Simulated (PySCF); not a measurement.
# Pd(OH)₂: one geometry, several methods

How much do the numbers for Pd(OH)₂ (triplet) hang on the method? All levels run at one geometry, the PBE0 minimum.

Computed with PySCF 2.14.0. Level: several methods, basis Pd def2-SVP with ECP28, O def2-SVP, H def2-SVP, scalar-relativistic core potentials, no spin–orbit coupling, density fitting.

### 1 Where the work starts

5 atoms, charge 0, spin multiplicity 3.

Bond lengths: Pd1–O2 1.889 Å, Pd1–O3 1.889 Å, O2–H4 0.966 Å, O3–H5 0.966 Å. Angles: O2–Pd1–O3 180.0°, Pd1–O2–H4 118.9°, Pd1–O3–H5 118.9°.

Coordinates in bohr (charge 0 multiplicity 3):
```
Pd    0.0000    0.0000    0.0000
O     0.1220    0.0000    3.5675
O    -0.1220    0.0000   -3.5675
H    -1.4450    0.0000    4.5027
H     1.4450    0.0000   -4.5027
```

### 2 Fields at the lowest minimum

The plane holds Pd1 at (0.00, 0.00), O2 at (1.89, 0.00), O3 at (-1.89, 0.00), H4 at (2.36, 0.85), H5 at (-2.36, -0.85) Å. Columns run from x = -4.35 to 4.65 Å, rows from y = 3.15 (top) to -2.85 Å, in steps of 0.3 Å. Electrons inside core potentials are absent.

Density (cut at 5 e/Å³):

Ten steps from '0' (0.000 e/Å³) to '9' (5.000 e/Å³), finer at the low end (step k begins (100^(k/10) - 1)/99 of the way up):
```
0000000000000000000000000000000
0000000000000000000000000000000
0000000000000000000000000000000
0000000000000000000000000000000
0000000000000000000000000000000
0000000000000011100001110000000
0000000111111222211123331000000
0000012333223445432345653100000
0000124565434688754467874200000
0000135898657999965789874200000
0000147999868999976899974200000
0000247999867999986899974100000
0000247898756999975689853100000
0000247876445788643456542100000
0000135654323454432233321000000
0000013332111222211111100000000
0000001110000111000000000000000
0000000000000000000000000000000
0000000000000000000000000000000
0000000000000000000000000000000
0000000000000000000000000000000
```

ELF (0 where the density is under 0.005 e/Å³):

Ten even steps from '0' (0.00) to '9' (0.99):
```
0000000000000000000000000000000
0000000000000000000000000000000
0000000000000000000000000000000
0000000000000000000000000000000
0000000000000001100001464000000
0000000100000011110015888600000
0000023431000111210038998830000
0000256764101223321258999840000
0001368887412455521479998720000
0001368988713778722777987410000
0000258722824800733823675200000
0000257632833700842822785200000
0001478977722787731788986310000
0002789997412555421478886310000
0004899985212332210146765200000
0003889983001211100013432000000
0000688851001111000000100000000
0000046410000110000000000000000
0000000000000000000000000000000
0000000000000000000000000000000
0000000000000000000000000000000
```

Lowest empty orbital at -3.92 eV (sign arbitrary; one member if degenerate):

Ten even steps from '0' (-0.55 Å^-3/2) to '9' (1.15 Å^-3/2):
```
3333333333333333333333333333333
3333333333333333333333333333333
3333333333333333333333333333333
3333333333322222223333333333333
3333333333222222222333333333333
3333333333222222222223333333333
3333333333222222222222233333333
3333333333222111222222233333333
3333333333222101333222333333333
3333334443222203543212333333333
3333334552235735963202443333333
3333334420236953753225543333333
3333333321234530222234443333333
3333333322233310122233333333333
3333333222222211122233333333333
3333333222222222222233333333333
3333333332222222222233333333333
3333333333322222222233333333333
3333333333332222222333333333333
3333333333333333333333333333333
3333333333333333333333333333333
```

Values on the line from Pd1 (at 0) through O2 (at 1.889 Å):

| distance (Å) | density (e/Å³) | ELF | electrostatic potential (V) | spin density (e/Å³) |
| --- | --- | --- | --- | --- |
| 0.76 | 2.04 | 0.352 | 36.8 | 0.266 |
| 0.94 | 0.967 | 0.158 | 18.2 | 0.0391 |
| 1.13 | 1.21 | 0.566 | 13.5 | -0.0066 |
| 1.32 | 2.42 | 0.848 | 23.8 | 0.0172 |
| 1.51 | 4.99 | 0.696 | 72 | 0.111 |
| 1.70 | 14.4 | 0.134 | 282 | 0.247 |
| 1.98 | 129 | 0.974 | 779 | 0.197 |
| 2.17 | 6.73 | 0.285 | 136 | 0.276 |
| 2.36 | 3.28 | 0.795 | 38.3 | 0.13 |
| 2.55 | 1.4 | 0.793 | 11.3 | 0.0518 |
| 2.74 | 0.545 | 0.666 | 3.09 | 0.0181 |
| 2.93 | 0.208 | 0.44 | 0.568 | 0.0059 |

Making the fields needed 1.3 s of wall time on 2 threads of Arm Neoverse V2, shared host.

### 3 PBE0

The steps are one call of a driver around PySCF; scf.py gives each level's set-up. Each SCF starts from the density of the minimum. The driver also runs the species with one electron less or more at the same geometry; their logs are not shown.

Contents of scf.py:

```python
from pyscf import gto, scf, dft
mol = gto.M(atom='''
Pd     0.000000     0.000000     0.000000
O      0.064550     0.000000     1.887819
O     -0.064550     0.000000    -1.887819
H     -0.764668     0.000000     2.382743
H      0.764668     0.000000    -2.382743''',
    basis={'Pd': 'def2-SVP', 'O': 'def2-SVP', 'H': 'def2-SVP'},
    ecp={'Pd': 'def2-SVP'},
    charge=0, spin=2)
mf = dft.UKS(mol, xc='PBE0')
mf.grids.atom_grid = (75, 302)
aux = {'Pd': 'def2-universal-JKFIT', 'O': 'def2-universal-JKFIT', 'H': 'def2-universal-JKFIT'}
mf = mf.density_fit(auxbasis=aux)
mf.conv_tol = 1e-08
mf.diis_space = 10
mf.max_cycle = 60
mf.verbose = 4
mf.kernel()
```

The run is started by

```bash
> OMP_NUM_THREADS=2 python axn.py task.json out
```

The program printed:

```text
init E= -279.190034740231
[... the frontier-level lines of each cycle are left out ...]
cycle= 1 E= -279.190034739935  delta_E= 2.95e-10  |g|= 2.99e-05  |ddm|= 3.36e-05
Extra cycle  E= -279.190034737195  delta_E= 2.74e-09  |g|= 8.56e-05  |ddm|= 8.73e-05
converged SCF energy = -279.190034737195  <S^2> = 2.0068897  2S+1 = 3.0045896
```

This level, with the species of one electron less or more, took 1.9 s.

- energy: -279.190035 Eh
- one electron less (charge +1): -278.829466 Eh (doublet, ⟨S²⟩ 0.83)
- one electron more (charge -1): -279.256088 Eh (doublet, ⟨S²⟩ 0.76)
- Mulliken charge of Pd1: +0.46 e

### 4 HF

Edit scf.py of step 3 so:

```diff
@@ -11,2 +11 @@
-mf = dft.UKS(mol, xc='PBE0')
-mf.grids.atom_grid = (75, 302)
+mf = scf.UHF(mol)
```

The program printed:

```text
init E= -277.680584541837
[... the frontier-level lines of each cycle are left out ...]
cycle= 1 E= -277.712986616913  delta_E= -0.0324  |g|= 0.0796  |ddm|= 0.299
cycle= 2 E= -277.720408506618  delta_E= -0.00742  |g|= 0.0401  |ddm|= 0.125
cycle= 3 E= -277.72327453314  delta_E= -0.00287  |g|= 0.0357  |ddm|= 0.0699
cycle= 4 E= -277.725559422361  delta_E= -0.00228  |g|= 0.0165  |ddm|= 0.079
cycle= 5 E= -277.72652710666  delta_E= -0.000968  |g|= 0.0126  |ddm|= 0.0516
cycle= 6 E= -277.727117028461  delta_E= -0.00059  |g|= 0.00818  |ddm|= 0.0442
cycle= 7 E= -277.72758669897  delta_E= -0.00047  |g|= 0.00388  |ddm|= 0.0644
cycle= 8 E= -277.727673838921  delta_E= -8.71e-05  |g|= 0.0029  |ddm|= 0.022
cycle= 9 E= -277.727752116609  delta_E= -7.83e-05  |g|= 0.00236  |ddm|= 0.0305
cycle= 10 E= -277.727790328145  delta_E= -3.82e-05  |g|= 0.00155  |ddm|= 0.0169
cycle= 11 E= -277.727818620327  delta_E= -2.83e-05  |g|= 0.00121  |ddm|= 0.02
cycle= 12 E= -277.727831740095  delta_E= -1.31e-05  |g|= 0.00104  |ddm|= 0.0101
cycle= 13 E= -277.727847047765  delta_E= -1.53e-05  |g|= 0.000862  |ddm|= 0.0136
cycle= 14 E= -277.727861806477  delta_E= -1.48e-05  |g|= 0.00056  |ddm|= 0.0187
cycle= 15 E= -277.727867392073  delta_E= -5.59e-06  |g|= 0.000323  |ddm|= 0.0135
cycle= 16 E= -277.727868781051  delta_E= -1.39e-06  |g|= 0.000114  |ddm|= 0.00834
cycle= 17 E= -277.72786886068  delta_E= -7.96e-08  |g|= 5.19e-05  |ddm|= 0.00187
cycle= 18 E= -277.727868866523  delta_E= -5.84e-09  |g|= 2.43e-05  |ddm|= 0.000381
Extra cycle  E= -277.727868867507  delta_E= -9.84e-10  |g|= 1.69e-05  |ddm|= 3.98e-05
converged SCF energy = -277.727868867507  <S^2> = 2.0163162  2S+1 = 3.0108578
```

This level, with the species of one electron less or more, took 1.9 s.

- energy: -277.727869 Eh
- one electron less (charge +1): -277.354827 Eh (doublet, ⟨S²⟩ 1.17)
- one electron more (charge -1): -277.762206 Eh (doublet, ⟨S²⟩ 0.77)
- Mulliken charge of Pd1: +0.96 e

### 5 PBE

Edit scf.py of step 4 so:

```diff
@@ -11 +11,2 @@
-mf = scf.UHF(mol)
+mf = dft.UKS(mol, xc='PBE')
+mf.grids.atom_grid = (75, 302)
```

The program printed:

```text
init E= -279.234606936721
[... the frontier-level lines of each cycle are left out ...]
cycle= 1 E= -279.234474893981  delta_E= 0.000132  |g|= 0.111  |ddm|= 0.32
cycle= 2 E= -279.153826103587  delta_E= 0.0806  |g|= 0.433  |ddm|= 0.451
cycle= 3 E= -279.240092799684  delta_E= -0.0863  |g|= 0.0267  |ddm|= 0.347
cycle= 4 E= -279.240375791103  delta_E= -0.000283  |g|= 0.011  |ddm|= 0.0406
cycle= 5 E= -279.240441462445  delta_E= -6.57e-05  |g|= 0.00177  |ddm|= 0.0137
cycle= 6 E= -279.240442510241  delta_E= -1.05e-06  |g|= 0.00114  |ddm|= 0.00208
cycle= 7 E= -279.240442924672  delta_E= -4.14e-07  |g|= 0.000669  |ddm|= 0.00132
cycle= 8 E= -279.24044314336  delta_E= -2.19e-07  |g|= 4.15e-05  |ddm|= 0.000676
cycle= 9 E= -279.240443144588  delta_E= -1.23e-09  |g|= 1.4e-05  |ddm|= 0.000135
Extra cycle  E= -279.240443143263  delta_E= 1.32e-09  |g|= 5.54e-05  |ddm|= 6.76e-05
converged SCF energy = -279.240443143263  <S^2> = 2.0020276  2S+1 = 3.0013515
```

This level, with the species of one electron less or more, took 6.5 s.

```
energy                        : -279.240443 Eh
one electron less (charge +1) : -278.895377 Eh (doublet, ⟨S²⟩ 0.77)
one electron more (charge -1) : -279.303807 Eh (doublet, ⟨S²⟩ 0.75)
Mulliken charge of Pd1        : +0.29 e
```

### 6 B3LYP

Edit scf.py of step 5 so:

```diff
@@ -11 +11 @@
-mf = dft.UKS(mol, xc='PBE')
+mf = dft.UKS(mol, xc='B3LYP')
```

The program printed:

```text
init E= -279.40907381389
[... the frontier-level lines of each cycle are left out ...]
cycle= 1 E= -279.409799370863  delta_E= -0.000726  |g|= 0.0236  |ddm|= 0.0709
cycle= 2 E= -279.408463318474  delta_E= 0.00134  |g|= 0.0617  |ddm|= 0.0617
cycle= 3 E= -279.410037822338  delta_E= -0.00157  |g|= 0.00476  |ddm|= 0.0458
cycle= 4 E= -279.410050669248  delta_E= -1.28e-05  |g|= 0.0018  |ddm|= 0.00668
cycle= 5 E= -279.410056034297  delta_E= -5.37e-06  |g|= 0.000837  |ddm|= 0.00635
cycle= 6 E= -279.410059118656  delta_E= -3.08e-06  |g|= 0.000434  |ddm|= 0.00613
cycle= 7 E= -279.41006013957  delta_E= -1.02e-06  |g|= 0.000645  |ddm|= 0.00344
cycle= 8 E= -279.410061380847  delta_E= -1.24e-06  |g|= 0.000224  |ddm|= 0.00533
cycle= 9 E= -279.410061676157  delta_E= -2.95e-07  |g|= 4.16e-05  |ddm|= 0.00356
cycle= 10 E= -279.410061688819  delta_E= -1.27e-08  |g|= 1.3e-05  |ddm|= 0.00071
cycle= 11 E= -279.410061689684  delta_E= -8.65e-10  |g|= 5.78e-06  |ddm|= 0.000152
Extra cycle  E= -279.410061689692  delta_E= -8.47e-12  |g|= 1.11e-05  |ddm|= 2.23e-05
converged SCF energy = -279.410061689692  <S^2> = 2.0064565  2S+1 = 3.0043013
```

This level, with the species of one electron less or more, needed 6.8 s of wall time on 2 threads of Arm Neoverse V2, shared host.

| Quantity | Value |
| --- | --- |
| energy | -279.410062 Eh |
| one electron less (charge +1) | -279.050081 Eh (doublet, ⟨S²⟩ 0.81) |
| one electron more (charge -1) | -279.479315 Eh (doublet, ⟨S²⟩ 0.76) |
| Mulliken charge of Pd1 | +0.41 e |

### 7 r2SCAN

Edit scf.py of step 6 so:

```diff
@@ -11,2 +11,2 @@
-mf = dft.UKS(mol, xc='B3LYP')
-mf.grids.atom_grid = (75, 302)
+mf = dft.UKS(mol, xc='R2SCAN')
+mf.grids.atom_grid = (90, 434)
```

The program printed:

```text
init E= -279.340604003154
[... the frontier-level lines of each cycle are left out ...]
cycle= 1 E= -279.340388781755  delta_E= 0.000215  |g|= 0.0693  |ddm|= 0.172
cycle= 2 E= -279.31178648807  delta_E= 0.0286  |g|= 0.254  |ddm|= 0.271
cycle= 3 E= -279.342791696177  delta_E= -0.031  |g|= 0.00536  |ddm|= 0.211
cycle= 4 E= -279.342807570558  delta_E= -1.59e-05  |g|= 0.00322  |ddm|= 0.0119
cycle= 5 E= -279.342816886919  delta_E= -9.32e-06  |g|= 0.00138  |ddm|= 0.0108
cycle= 6 E= -279.342819779719  delta_E= -2.89e-06  |g|= 0.00032  |ddm|= 0.00795
cycle= 7 E= -279.342820182788  delta_E= -4.03e-07  |g|= 0.000297  |ddm|= 0.00434
cycle= 8 E= -279.342820187004  delta_E= -4.22e-09  |g|= 0.000317  |ddm|= 0.000607
cycle= 9 E= -279.34282024467  delta_E= -5.77e-08  |g|= 1.86e-05  |ddm|= 0.000691
cycle= 10 E= -279.342820245193  delta_E= -5.24e-10  |g|= 9.45e-06  |ddm|= 0.00013
Extra cycle  E= -279.342820244747  delta_E= 4.46e-10  |g|= 3.26e-05  |ddm|= 3.6e-05
converged SCF energy = -279.342820244747  <S^2> = 2.0043373  2S+1 = 3.0028901
```

This level, with the species of one electron less or more, took 17 s.

```
energy                        : -279.342820 Eh
one electron less (charge +1) : -278.990672 Eh (doublet, ⟨S²⟩ 0.89)
one electron more (charge -1) : -279.407303 Eh (doublet, ⟨S²⟩ 0.76)
Mulliken charge of Pd1        : +0.42 e
```

### 8 TPSSh

Edit scf.py of step 7 so:

```diff
@@ -11 +11 @@
-mf = dft.UKS(mol, xc='R2SCAN')
+mf = dft.UKS(mol, xc='TPSSH')
```

The program printed:

```text
init E= -279.316993042682
[... the frontier-level lines of each cycle are left out ...]
cycle= 1 E= -279.317987755769  delta_E= -0.000995  |g|= 0.00848  |ddm|= 0.0834
cycle= 2 E= -279.317980895265  delta_E= 6.86e-06  |g|= 0.0115  |ddm|= 0.0181
cycle= 3 E= -279.318017568805  delta_E= -3.67e-05  |g|= 0.00734  |ddm|= 0.0142
cycle= 4 E= -279.318041236008  delta_E= -2.37e-05  |g|= 0.00222  |ddm|= 0.00793
cycle= 5 E= -279.318044950129  delta_E= -3.71e-06  |g|= 0.000806  |ddm|= 0.00441
cycle= 6 E= -279.318046414979  delta_E= -1.46e-06  |g|= 0.000618  |ddm|= 0.00429
cycle= 7 E= -279.318046812072  delta_E= -3.97e-07  |g|= 0.000476  |ddm|= 0.00159
cycle= 8 E= -279.318047599155  delta_E= -7.87e-07  |g|= 0.000146  |ddm|= 0.00502
cycle= 9 E= -279.318047680966  delta_E= -8.18e-08  |g|= 2.93e-05  |ddm|= 0.00175
cycle= 10 E= -279.318047686526  delta_E= -5.56e-09  |g|= 1.28e-05  |ddm|= 0.000504
Extra cycle  E= -279.318047686538  delta_E= -1.19e-11  |g|= 2.55e-05  |ddm|= 5.62e-05
converged SCF energy = -279.318047686538  <S^2> = 2.0046529  2S+1 = 3.0031004
```

This level, with the species of one electron less or more, took 19 s.

* energy: -279.318048 Eh
* one electron less (charge +1): -278.969191 Eh (doublet, ⟨S²⟩ 0.82)
* one electron more (charge -1): -279.379686 Eh (doublet, ⟨S²⟩ 0.76)
* Mulliken charge of Pd1: +0.41 e

### 9 M06-2X

Edit scf.py of step 8 so:

```diff
@@ -11 +11 @@
-mf = dft.UKS(mol, xc='TPSSH')
+mf = dft.UKS(mol, xc='M062X')
```

The program printed:

```text
init E= -279.185540361436
[... the frontier-level lines of each cycle are left out ...]
cycle= 1 E= -279.188409563686  delta_E= -0.00287  |g|= 0.0339  |ddm|= 0.149
cycle= 2 E= -279.187994585214  delta_E= 0.000415  |g|= 0.0504  |ddm|= 0.0656
cycle= 3 E= -279.18913595006  delta_E= -0.00114  |g|= 0.00747  |ddm|= 0.0418
cycle= 4 E= -279.1892612829  delta_E= -0.000125  |g|= 0.00295  |ddm|= 0.0262
cycle= 5 E= -279.189312571786  delta_E= -5.13e-05  |g|= 0.00179  |ddm|= 0.0196
cycle= 6 E= -279.189335173706  delta_E= -2.26e-05  |g|= 0.00127  |ddm|= 0.013
cycle= 7 E= -279.189352370464  delta_E= -1.72e-05  |g|= 0.000806  |ddm|= 0.015
cycle= 8 E= -279.189359495619  delta_E= -7.13e-06  |g|= 0.00052  |ddm|= 0.0103
cycle= 9 E= -279.189361818561  delta_E= -2.32e-06  |g|= 0.000492  |ddm|= 0.00502
cycle= 10 E= -279.189363656614  delta_E= -1.84e-06  |g|= 0.000201  |ddm|= 0.00616
cycle= 11 E= -279.189364217182  delta_E= -5.61e-07  |g|= 0.000104  |ddm|= 0.0037
cycle= 12 E= -279.189364310385  delta_E= -9.32e-08  |g|= 5.1e-05  |ddm|= 0.00149
cycle= 13 E= -279.18936432596  delta_E= -1.56e-08  |g|= 2.05e-05  |ddm|= 0.000493
cycle= 14 E= -279.189364328924  delta_E= -2.96e-09  |g|= 1.5e-05  |ddm|= 0.000211
Extra cycle  E= -279.18936432935  delta_E= -4.26e-10  |g|= 1.54e-05  |ddm|= 3.86e-05
converged SCF energy = -279.18936432935  <S^2> = 2.011148  2S+1 = 3.0074228
```

This level, with the species of one electron less or more, took 24 s.

- energy: -279.189364 Eh
- one electron less (charge +1): -278.814688 Eh (doublet, ⟨S²⟩ 0.77)
- one electron more (charge -1): -279.259292 Eh (doublet, ⟨S²⟩ 0.76)
- Mulliken charge of Pd1: +0.59 e

### 10 M06-L

Edit scf.py of step 9 so:

```diff
@@ -11 +11 @@
-mf = dft.UKS(mol, xc='M062X')
+mf = dft.UKS(mol, xc='M06L')
```

The program printed:

```text
init E= -279.4246420658
[... the frontier-level lines of each cycle are left out ...]
cycle= 1 E= -279.42494787971  delta_E= -0.000306  |g|= 0.0907  |ddm|= 0.222
cycle= 2 E= -279.378067582514  delta_E= 0.0469  |g|= 0.322  |ddm|= 0.359
cycle= 3 E= -279.428891793177  delta_E= -0.0508  |g|= 0.0177  |ddm|= 0.279
cycle= 4 E= -279.429012828813  delta_E= -0.000121  |g|= 0.00301  |ddm|= 0.0166
cycle= 5 E= -279.429018137159  delta_E= -5.31e-06  |g|= 0.00103  |ddm|= 0.00629
cycle= 6 E= -279.429018714554  delta_E= -5.77e-07  |g|= 0.000511  |ddm|= 0.00247
cycle= 7 E= -279.429018609626  delta_E= 1.05e-07  |g|= 0.000719  |ddm|= 0.00118
cycle= 8 E= -279.429018886007  delta_E= -2.76e-07  |g|= 7.32e-05  |ddm|= 0.0011
cycle= 9 E= -279.429018890235  delta_E= -4.23e-09  |g|= 1.09e-05  |ddm|= 0.000284
Extra cycle  E= -279.429018890409  delta_E= -1.74e-10  |g|= 1.04e-05  |ddm|= 6.34e-05
converged SCF energy = -279.429018890409  <S^2> = 2.0038367  2S+1 = 3.0025567
```

This level, with the species of one electron less or more, needed 18 s of wall time on 2 threads of Arm Neoverse V2, shared host.

```
energy                        : -279.429019 Eh
one electron less (charge +1) : -279.084186 Eh (doublet, ⟨S²⟩ 0.76)
one electron more (charge -1) : -279.486470 Eh (doublet, ⟨S²⟩ 0.76)
Mulliken charge of Pd1        : +0.49 e
```

### 11 The ladder

| level | atomisation energy (kJ/mol) | vertical ionisation energy (eV) | vertical electron affinity (eV) | −ε(HOMO) (eV) | gap (eV) | wall time |
| --- | --- | --- | --- | --- | --- | --- |
| PBE0 | 1351 | 9.81 | 1.80 | 7.50 | 3.59 | 1.9 s |
| HF | 758 | 10.15 | 0.93 | 11.38 | 11.38 | 1.9 s |
| PBE | 1486 | 9.39 | 1.72 | 5.75 | 0.76 | 6.5 s |
| B3LYP | 1372 | 9.80 | 1.88 | 7.22 | 2.94 | 6.8 s |
| r2SCAN | – | 9.58 | 1.75 | 6.21 | 1.34 | 17 s |
| TPSSh | 1385 | 9.49 | 1.68 | 6.55 | 2.14 | 19 s |
| M06-2X | 1272 | 10.20 | 1.90 | 9.00 | 6.03 | 24 s |
| M06-L | – | 9.38 | 1.56 | 5.94 | 1.17 | 18 s |

Times are for 2 threads of Arm Neoverse V2, shared host; PBE0 starts from its own converged density, so its time is not comparable. A dash stands where a species or a free atom was not run at that level, or the quantity is not defined.

Atomisation goes to high-spin atoms in their ground configurations, run at the same level, without zero-point energy.

### 12 Summary of results

| quantity | value |
| --- | --- |
| atomisation energy, range | 758 (HF) to 1486 (PBE) kJ/mol |
| vertical ionisation energy, range | 9.38 (M06-L) to 10.20 (M06-2X) eV |
| vertical electron affinity, range | 0.93 (HF) to 1.90 (M06-2X) eV |
| orbital gap, range | 0.76 (PBE) to 11.38 (HF) eV |

What this shows: The atomisation energy spreads over 728 kJ/mol, from HF to PBE; without a CCSD(T) value for it there is no yardstick here. Spin contamination is strong in at least one of the open-shell species at HF. Without diffuse functions electron affinities tend to come out too low. Open d and f shells are described by one determinant, and the ground state may have another occupation or spin.
